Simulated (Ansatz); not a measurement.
# Nb: the cost of one run

Method: DFT LDA, frozen-core PAW, scalar-relativistic unless said, in Ansatz 0.2.0.

The COD entry's cell or inner coordinates are ideal or old and differ from later refinements, so a difference from it is no clean test against experiment.

**1. The starting structure**

Symmetry: Im-3m, No. 229, cubic system. The conventional cell has a = 3.328 Å, b = 3.328 Å, c = 3.328 Å, α = 90.00°, β = 90.00°, γ = 90.00°. Nb (site symmetry m-3m) has 8 Nb at 2.88 Å as nearest neighbours.

Coordinates:

```
CELL_PARAMETERS angstrom
-1.66395 1.66395 1.66395
1.66395 -1.66395 1.66395
1.66395 1.66395 -1.66395
ATOMIC_POSITIONS crystal
Nb 0.00000 0.00000 0.00000
```

Cartesian axes are those of the input's lattice vectors. The structure goes back to a database entry.

**2. Cell and atoms relaxed, PAW**

The input, input.yaml:

```yaml
crystal:
  lattice:
    - [-1.66395, 1.66395, 1.66395]
    - [1.66395, -1.66395, 1.66395]
    - [1.66395, 1.66395, -1.66395]
  atoms:
    - { symbol: Nb, position: [0.0, 0.0, 0.0] }
kpoints:
  mp_grid: { grid: [24, 24, 24] }
scf:
  occupations: { method: fermi_dirac, width: 0.08 }
hamiltonian:
  xc: lda
  pseudopotentials: { kind: paw }
relax:
  f_tol: 0.002
  max_steps: 80
  cell: {}
output:
  forces: true
  stress: true
```

Command:

```sh
$ ansatz run input.yaml --threads 1 --pin off --max-ram 3072MiB --backend cpu --events-out ev --progress --plain --runs-dir out
```

**Question.** How long does this run take on 1 thread of Intel Xeon 6975P-C (Granite Rapids), shared host, and how much memory does it need?

About 10 s, with a peak of 0.4 GiB.
